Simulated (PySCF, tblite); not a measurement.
# C5H6F3N3: geometry, infrared bands and NMR shifts

What infrared bands and NMR shifts should C5H6F3N3 (`CCn1nncc1C(F)(F)F`) show?

Computed with tblite 0.8.0 and PySCF 2.14.0, with density-fitted response routines of our own, on a single molecule in the gas phase. Atoms are numbered from 0 throughout.

### Step 1. The starting structure

17 atoms, charge 0, multiplicity 1; geometry from: force field or distance geometry start.

Bonds of the start (Å): C0–C1 1.52, C1–N2 1.43, N2–N3 1.35, N3–N4 1.32, N4–C5 1.37, C5–C6 1.37, C6–C7 1.45, C7–F8 1.36, C7–F9 1.36, C7–F10 1.36, C6–N2 1.38, C0–H11 1.09, C0–H12 1.09, C0–H13 1.09, C1–H14 1.09, C1–H15 1.12, C5–H16 1.08.

### Step 2. Relaxing the molecule with GFN2-xTB

Job settings and geometry (Å):

```
{"job": {"kind": "relax", "xc": "GFN2-xTB", "basis": "xTB"}, "charge": 0, "multiplicity": 1}
C      2.135800    -0.609900    -0.219000
C      1.081300    -0.680800     0.874800
N      0.164400     0.419300     0.842800
N      0.492500     1.600900     1.402400
N     -0.517900     2.432500     1.243200
C     -1.501200     1.778000     0.547200
C     -1.089700     0.494900     0.282500
C     -1.731800    -0.614400    -0.399000
F     -0.954600    -1.119300    -1.394900
F     -2.921200    -0.260600    -0.961200
F     -2.000500    -1.649000     0.439700
H      2.806400    -1.463100    -0.155200
H      1.652600    -0.613500    -1.197200
H      2.723900     0.309800    -0.140800
H      0.514400    -1.608500     0.811900
H      1.564200    -0.671100     1.881500
H     -2.425600     2.266700     0.290900
```

Command:

```bash
$ OMP_NUM_THREADS=1 python probes_run.py task.json out
```

One launch serves the whole session: the jobs run in the order shown.

**Question.** This job is followed by: GFN2-xTB harmonic vibrations, gas phase; GIAO PBE0/pcSseg-1 NMR shielding, non-relativistic, gas phase. Predict these results of the whole session: strongest single infrared mode (GFN2-xTB); zero-point energy (GFN2-xTB); ¹³C shifts against TMS (PBE0/pcSseg-1); ¹H shifts against TMS (PBE0/pcSseg-1, means over atoms taken as alike); ¹⁵N shifts against NH3 (PBE0/pcSseg-1); ¹⁹F shifts against CFCl3 (PBE0/pcSseg-1, means over atoms taken as alike).

**Answer**, as computed:

| quantity | value |
| --- | --- |
| strongest single infrared mode (GFN2-xTB) | 1018 cm⁻¹, 317 km/mol |
| zero-point energy (GFN2-xTB) | 73.3 kcal/mol |
| ¹³C shifts against TMS (PBE0/pcSseg-1) | 139.6, 134.4, 131.2, 46.0, 19.9 ppm |
| ¹H shifts against TMS (PBE0/pcSseg-1, means over atoms taken as alike) | 8.09, 4.67, 1.58 ppm |
| ¹⁵N shifts against NH3 (PBE0/pcSseg-1) | 410.7, 383.7, 273.5 ppm |
| ¹⁹F shifts against CFCl3 (PBE0/pcSseg-1, means over atoms taken as alike) | -75.6 ppm |

**Reading.** Over 73 steps the energy fell by 0.167 eV; of the close pairs, N3–N4 changed most, 1.318 to 1.278 Å. No mode is imaginary among the 45: a minimum at this level. The strongest single mode, at 1018 cm⁻¹, moves mainly C7. Unscaled tight-binding wavenumbers are off by several per cent, some by more. Its intensities can rank the bands wrongly. At PBE0/pcSseg-1: The largest span, 557 ppm, is at N4, where the paramagnetic term is -444 ppm. NICS(1)zz of -32 ppm above the planar ring from N2 marks a diatropic (aromatic) ring current.
